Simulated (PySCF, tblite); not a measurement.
# C7H10: infrared bands and NMR shifts

Wanted: the infrared bands and NMR shifts of C7H10 (`CC1(C2CC2)C=C1`), by calculation.

The runs use tblite 0.8.0 and PySCF 2.14.0, with density-fitted response routines of our own; the level of theory stands in each step. All values are computed, except where a source is named. Atoms are numbered from 0 throughout.

### Step 1. The molecule as given

17 atoms, charge 0, multiplicity 1; geometry from: GFN2-xTB.

Bonds of the start (Å): C0–C1 1.52, C1–C2 1.50, C2–C3 1.50, C3–C4 1.50, C1–C5 1.50, C5–C6 1.30, C6–C1 1.50, C4–C2 1.50, C0–H7 1.09, C0–H8 1.09, C0–H9 1.09, C2–H10 1.09, C3–H11 1.08, C3–H12 1.08, C4–H13 1.08, C4–H14 1.08, C5–H15 1.06, C6–H16 1.06.

### Step 2. Infrared spectrum with GFN2-xTB

What the job is given:

```
{"job": {"kind": "ir", "xc": "GFN2-xTB", "basis": "xTB"}, "charge": 0, "multiplicity": 1}
C     -1.528043     1.198014    -0.470030
C     -0.704303     0.117112     0.208611
C      0.767280     0.429741     0.231933
C      1.626059     0.029817    -0.933901
C      1.777573    -0.665220     0.383922
C     -1.314490    -0.707109     1.306786
C     -1.166646    -1.310196     0.162507
H     -1.420899     2.146763     0.054788
H     -1.191861     1.339898    -1.496354
H     -2.581266     0.926326    -0.482275
H      0.999389     1.379691     0.702186
H      2.408973     0.697688    -1.260283
H      1.154874    -0.513738    -1.738733
H      2.664141    -0.472437     0.969009
H      1.412056    -1.678280     0.468972
H     -1.624562    -0.728336     2.322650
H     -1.285273    -2.177704    -0.439696
```

**Question.** This job is followed by: GIAO PBE0/pcSseg-1 NMR shielding, non-relativistic, gas phase. Predict these results of the whole session: strongest single infrared mode (GFN2-xTB); zero-point energy (GFN2-xTB); 13C shifts against TMS (PBE0/pcSseg-1, means over atoms taken as alike); 1H shifts against TMS (PBE0/pcSseg-1, means over atoms taken as alike).

**Answer**, as computed:

| quantity | value |
| --- | --- |
| strongest single infrared mode (GFN2-xTB) | 3104 cm⁻¹, 77 km/mol |
| zero-point energy (GFN2-xTB) | 90.7 kcal/mol |
| 13C shifts against TMS (PBE0/pcSseg-1, means over atoms taken as alike) | 131.8, 29.9, 26.2, 21.7, 5.9 ppm |
| 1H shifts against TMS (PBE0/pcSseg-1, means over atoms taken as alike) | 7.54, 1.41, 1.10, 0.31, -0.14 ppm |

In words: All 45 modes are real, so the xTB geometry is a minimum. The strongest single mode, at 3104 cm⁻¹, is spread over several atoms, H12, H13, H11, H14 among them. GFN2-xTB is a fitted tight-binding method: band positions and strengths are rough. Its intensities can rank the bands wrongly. The most deshielded carbon is C5, C6 (mean) (alkene CH), at 131.8 ppm: as expected for a trigonal carbon in a double bond. The most deshielded hydrogen is H15, H16 (mean) (hydrogen on an alkene CH), at 7.54 ppm: olefinic region. At PBE0/pcSseg-1: The largest span, 268 ppm, is at C5, C6, where the paramagnetic term is -201 ppm.
